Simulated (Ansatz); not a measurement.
# Si: pressure against volume

The task here is to estimate one member of a computed series from the others.

Computed with Ansatz 0.2.0 (DFT LDA, scalar-relativistic, unless a step's input says otherwise).

## Starting point

The structure is orthorhombic, space group Imma (No. 74). The conventional cell has a = 4.502 Å, b = 4.737 Å, c = 2.550 Å, α = 90.00°, β = 90.00°, γ = 90.00°. Si (site symmetry mm2) has 8 Si at 2.39 to 2.74 Å as nearest neighbours.

As a file:

```cif
data_structure
_symmetry_space_group_name_H-M 'Imma'
_symmetry_Int_Tables_number 74
_cell_length_a 4.5020
_cell_length_b 4.7370
_cell_length_c 2.5500
_cell_angle_alpha 90.000
_cell_angle_beta 90.000
_cell_angle_gamma 90.000
_cell_volume 54.38
loop_
_atom_site_label
_atom_site_type_symbol
_atom_site_symmetry_multiplicity
_atom_site_Wyckoff_symbol
_atom_site_fract_x
_atom_site_fract_y
_atom_site_fract_z
_atom_site_occupancy
Si1 Si 4 e 0.00000 0.75000 0.55700 1
```

The file gives the conventional cell by its symmetry; the runs use the cell typed in the input.

Atoms are numbered in the order of the input: Si1, Si2.

The first run:

input.yaml

```yaml
crystal:
  lattice:
    - [-2.2205773517, 2.3364893192, 1.2577681579]
    - [2.2205773517, -2.3364893192, 1.2577681579]
    - [2.2205773517, 2.3364893192, -1.2577681579]
  atoms:
    - { symbol: Si, position: [0.807, 0.557, 0.25] }
    - { symbol: Si, position: [0.193, 0.443, 0.75] }
kpoints:
  mp_grid: { grid: [16, 16, 16] }
  band_path:
    path:
      - [0.0, 0.0, 0.0]
      - [0.5, -0.5, 0.5]
      - [0.4758105458, -0.4758105458, 0.5241894542]
      - [-0.4758105458, 0.4758105458, 0.4758105458]
      - [0.0, 0.0, 0.0]
      - [0.3224458646, 0.3224458646, -0.3224458646]
      - [0.6775541354, -0.3224458646, 0.3224458646]
      - [0.5, -0.5, 0.5]
      - [0.0, 0.0, 0.0]
    npoints: 5
scf:
  occupations: { method: fermi_dirac, width: 0.05 }
hamiltonian:
  xc: lda
  pseudopotentials: { kind: all_electron, lapw: { basis_error: 0.0005 } }
output:
  forces: true
  stress: true
  eigenvalues: true
```

Command:

```
$ ansatz run input.yaml --threads 1 --pin off --max-ram 3072MiB --backend cpu --events-out ev --progress --plain --runs-dir out
```

Among the steps run: Volume × 0.96, LAPW; Volume × 0.96, PAW; Volume × 0.96, crystal datasets; Volume × 0.99, LAPW; Volume × 0.99, PAW; Volume × 0.99, crystal datasets; Volume × 1.02, LAPW; Volume × 1.02, PAW; Volume × 1.02, crystal datasets; Volume × 1.06, LAPW; Volume × 1.06, PAW; Volume × 1.06, crystal datasets.

One table of the session follows, with a row left open; its other results are not shown here.

It belongs to the step «The equation of state». 

| method | volume (Å³/atom) | pressure (GPa) | largest force (eV/Å) |
| --- | --- | --- | --- |
| LAPW | 13.051 | 18.00 | 0.024 |
| LAPW | 13.459 | 12.46 | 0.006 |
| LAPW | 13.867 | ? | ? |
| LAPW | 14.411 | 2.37 | 0.061 |
| PAW | 13.051 | 18.06 | 0.025 |
| PAW | 13.459 | 12.50 | 0.005 |
| PAW | 13.867 | 7.72 | 0.032 |
| PAW | 14.411 | 2.39 | 0.061 |
| crystal datasets | 13.051 | 18.00 | 0.024 |
| crystal datasets | 13.459 | 12.46 | 0.006 |
| crystal datasets | 13.867 | 7.69 | 0.032 |
| crystal datasets | 14.411 | 2.37 | 0.061 |

**Question.** Estimate the row for LAPW, 13.867.

**Answer.** pressure (GPa): 7.70; largest force (eV/Å): 0.032. In the column «pressure (GPa)» it lies between crystal datasets, 13.867 (7.69) and PAW, 13.867 (7.72).

To keep in mind: Warnings in the runs' records: crystal datasets made.
